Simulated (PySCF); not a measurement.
# From one method to the next for BeS

Aim: see what other levels and later steps give for BeS.

Computed with PySCF 2.14.0. Level: each script names its method and basis.

3 further runs of the same task are left out: 3 that didn't finish.

**1. Starting geometry**

BeS: 2 atoms, charge 0, spin multiplicity 1.

Bond lengths: Be1–S2 1.809 Å.

**2. The base run**

input.py reads:

```python
from pyscf import gto, scf, mp

mol = gto.M(
    atom='Be 0 0 0; S 0 0 1.809',
    basis='cc-pcvdz',
    charge=0,
    spin=0,
    verbose=4,
)
mf = scf.UHF(mol)
mf = mf.density_fit(auxbasis='def2-universal-jkfit')
mf.kernel()
mp.MP2(mf).kernel()
mf.dip_moment()
print('orbital energies (hartree):', [e[max(0, n-3):n+3].round(4) for e, n in zip(mf.mo_energy, mol.nelec)])
```

The run is started by

```console
$ OMP_NUM_THREADS=1 python input.py
```

Its log is not repeated here.

Base result: E(SCF) = -412.124576 Eh, 15 cycles, E(MP2) − E(SCF) = -0.41433 Eh, μ = 6.35 D (of the SCF density).

The bond length is a typed value, not an optimised one.

**3. Population analysis**

Variant 1 changes step after the SCF: mp2 → analyze.

input.py reads:

```python
from pyscf import gto, scf

mol = gto.M(
    atom='Be 0 0 0; S 0 0 1.809',
    basis='cc-pcvdz',
    charge=0,
    spin=0,
    verbose=4,
)
mf = scf.UHF(mol)
mf = mf.density_fit(auxbasis='def2-universal-jkfit')
mf.kernel()
mf.analyze()
print('orbital energies (hartree):', [e[max(0, n-3):n+3].round(4) for e, n in zip(mf.mo_energy, mol.nelec)])
```

The run is started by

```console
$ OMP_NUM_THREADS=1 python input.py
```

**4. Frozen orbitals 20**

Variant 2 changes frozen orbitals: none → 20.

Changes to input.py since step 2:

```diff
@@ -12,3 +12,3 @@
 mf.kernel()
-mp.MP2(mf).kernel()
+mp.MP2(mf, frozen=20).kernel()
 mf.dip_moment()
```

**5. CASSCF (ROHF)**

Variant 3 changes step after the SCF: mp2 → casscf; SCF type: UHF → ROHF; active space: none → 10 electrons in 8 orbitals.

input.py reads:

```python
from pyscf import gto, scf, mcscf

mol = gto.M(
    atom='Be 0 0 0; S 0 0 1.809',
    basis='cc-pcvdz',
    charge=0,
    spin=0,
    verbose=4,
)
mf = scf.ROHF(mol)
mf = mf.density_fit(auxbasis='def2-universal-jkfit')
mf.kernel()
mc = mcscf.CASSCF(mf, 8, 10)
mc.kernel()
mc.analyze()
mf.dip_moment()
print('orbital energies (hartree):', mf.mo_energy[..., max(0, mol.nelec[1]-3):mol.nelec[0]+3].round(4))
```

Q: Predict the outcome of this session. Wanted: for each run, E(SCF); from base; gap; SCF dipole; after the SCF.

The runs gave:

```csv
run,E(SCF) (hartree),from base (eV),cycles,gap (eV),SCF dipole (D),after the SCF
base,-412.124576,0,15,7.36,6.35,MP2 correlation -11.275 eV
population analysis,-412.124576,0.0000,15,7.36,6.35,n/a
frozen orbitals 20,-412.124576,not comparable,15,7.36,6.35,n/a
CASSCF (ROHF),-412.124576,0.0000,10,n/a,6.35,CASSCF correlation -1.905 eV
```

What this shows: The dearest run is “CASSCF (ROHF)”, at 8.3 s against 1.4 s. Rows marked «poor choice» come from settings spoiled on purpose.
